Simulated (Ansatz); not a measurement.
Runs of Ansatz 0.2.0 on MoI. It takes space group F-43m (No. 216, cubic). Conventional cell: a = 6.358 Å, b = 6.358 Å, c = 6.358 Å, α = 90.00°, β = 90.00°, γ = 90.00°. Mo (site symmetry -43m) has 4 I at 2.75 Å as nearest neighbours. Around I (site symmetry -43m) lie 4 Mo at 2.75 Å. The cell was built by a generator and needn't be a form met in nature.

```csv
task,spin,cell,points for each segment of the path,gap on the mesh (eV),pressure (GPa),relaxed volume (Å³/atom)
relaxation of cell and atoms,"SOC, no magnetisation",relaxed,-,none,0.0,26.51
relaxation of cell and atoms,off,relaxed,-,none,0.0,26.48
band structure,off,as given,14,none,-11.5,-
band structure,"SOC, no magnetisation",as given,14,none,(a),-
```

Alike in all rows: level LDA; potentials or basis Ansatz PAW; k mesh 5 × 5 × 5; cutoff (eV) 420; smearing fermi-dirac 0.05 eV.

Problem. Fill in the values left out.

Solution. (a) -11.3.

Caveats: the PAW data sets come from PBE, with cores solved anew for the run's functional, which leaves a small shift of forces and pressure; the volume moved by over 15 % at a fixed basis, so the end points are rough (some runs); the plane-wave basis is chosen anew once the cell has moved, so the energies of steps on either side of that aren't comparable (some runs); an odd number of electrons without spin polarisation forces a metal (some runs); a magnetic or distorted state may lie lower (some runs); spin-orbit coupling is left out, which moves the levels of the heavy elements (some runs).

A k mesh can miss the band edges, and rows without SOC leave out spin-orbit coupling on I, Mo.

A gap of «none» marks a metal or a gap under the smearing width.

Runs at the PBE level aren't shown here.
